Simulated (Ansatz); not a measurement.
**LiInPt: how the settings move a single-point run**

Aim: see which settings change the result for LiInPt, by how much, and at what cost.

Computed with Ansatz 0.2.0 (reference: DFT, PBEsol, PAW with Ansatz's default frozen-core files, scalar-relativistic, unless a step's input says otherwise).

2 further runs of the same task are left out: 2 that didn't finish.

### Step 1. The structure to begin with

Symmetry: P-6m2, No. 187, hexagonal system. Conventional cell: a = 3.698 Å, b = 3.698 Å, c = 2.526 Å, α = 90.00°, β = 90.00°, γ = 120.00°. Li (site symmetry -6m2) has 3 Pt at 2.14 Å as nearest neighbours. In (site symmetry -6m2) has 6 Li at 2.48 Å and 6 Pt at 2.48 Å and 2 In at 2.53 Å as nearest neighbours. Pt (site symmetry -6m2) is surrounded by 3 Li at 2.14 Å.

Structure file:

```
Li In Pt
1.0
     3.69815    0.00000    0.00000
    -1.84908    3.20270    0.00000
     0.00000    0.00000    2.52573
Li In Pt
1 1 1
Direct
  0.00000 0.00000 0.00000
  0.33333 0.66667 0.50000
  0.66667 0.33333 0.00000
```

### Step 2. Baseline

Contents of input.yaml:

```yaml
crystal:
  lattice:
    - [3.6981547394, 0.0, 0.0]
    - [-1.8490773697, 3.2026959514, 0.0]
    - [0.0, 0.0, 2.5257310294]
  atoms:
    - { symbol: Li, position: [0.0, 0.0, 0.0] }
    - { symbol: In, position: [0.3333333333, 0.6666666667, 0.5] }
    - { symbol: Pt, position: [0.6666666667, 0.3333333333, 0.0] }
kpoints:
  mp_grid: { grid: [9, 9, 12] }
  band_path:
    path:
      - [0.0, 0.0, 0.0]
      - [0.5, 0.0, 0.0]
      - [0.3333333333, 0.3333333333, 0.0]
      - [0.0, 0.0, 0.0]
      - [0.0, 0.0, 0.5]
      - [0.5, 0.0, 0.5]
      - [0.3333333333, 0.3333333333, 0.5]
      - [0.0, 0.0, 0.5]
      - [0.5, 0.0, 0.5]
    npoints: 6
scf:
  occupations: { method: fermi_dirac, width: 0.05 }
hamiltonian:
  xc: pbesol
  pseudopotentials: { kind: paw }
output:
  forces: true
  stress: true
  eigenvalues: true
  efg: { contact_densities: true }
  populations: true
```

On the command line:

```
ansatz run input.yaml --threads 1 --pin off --max-ram 3072MiB --backend cpu --events-out ev --progress --plain --runs-dir out
```

### Step 3. Changed: spin_polarized true, xc_grid 2

input.yaml, as its differences from that of step 2:

```diff
@@ -34 +34,9 @@
   populations: true
+  write_density: true
+  write_potential: true
+  elf: true
+  volumetric_format: npy
+magnetization:
+  spin_polarized: true
+basis:
+  xc_grid: 2
```

What does the calculation give? Wanted: for each run, ending; energy change; pressure; gap; force.

The runs gave:

```csv
run,ending,energy change,pressure (GPa),gap (eV),force (eV/Å),cycles,time
reference,converged,0,154.7,0.00,0.00,6,11 s
"1: spin_polarized true, xc_grid 2",converged,0.0 meV/atom,154.7,0.00,0.00,10,18 s
```

Times don't compare one to one where runs were asked for different outputs or read a saved state (see the inputs); cycles may leave out searches for a lower state.

Residual by cycle in the longest SCF loop of each run; runs are numbered as in the table. The quantity is the density residual dr2, in eV.

```csv
cycle,reference,run 1
1,0.0131,5.95
2,0.00245,2.21
3,7.5e-4,0.0251
4,1.8e-5,0.0231
5,8.9e-7,0.00518
6,2.5e-8,0.00115
7,-,0.00104
8,-,2.4e-6
9,-,8.2e-8
10,-,5.4e-9
```

With the changed spin polarisation the energy stays within 0.5 meV/atom: no moment was seeded, so none could form, and both runs end non-magnetic. The structure is not at rest: the sound run finds 155 GPa, so these are no properties of the relaxed crystal. 
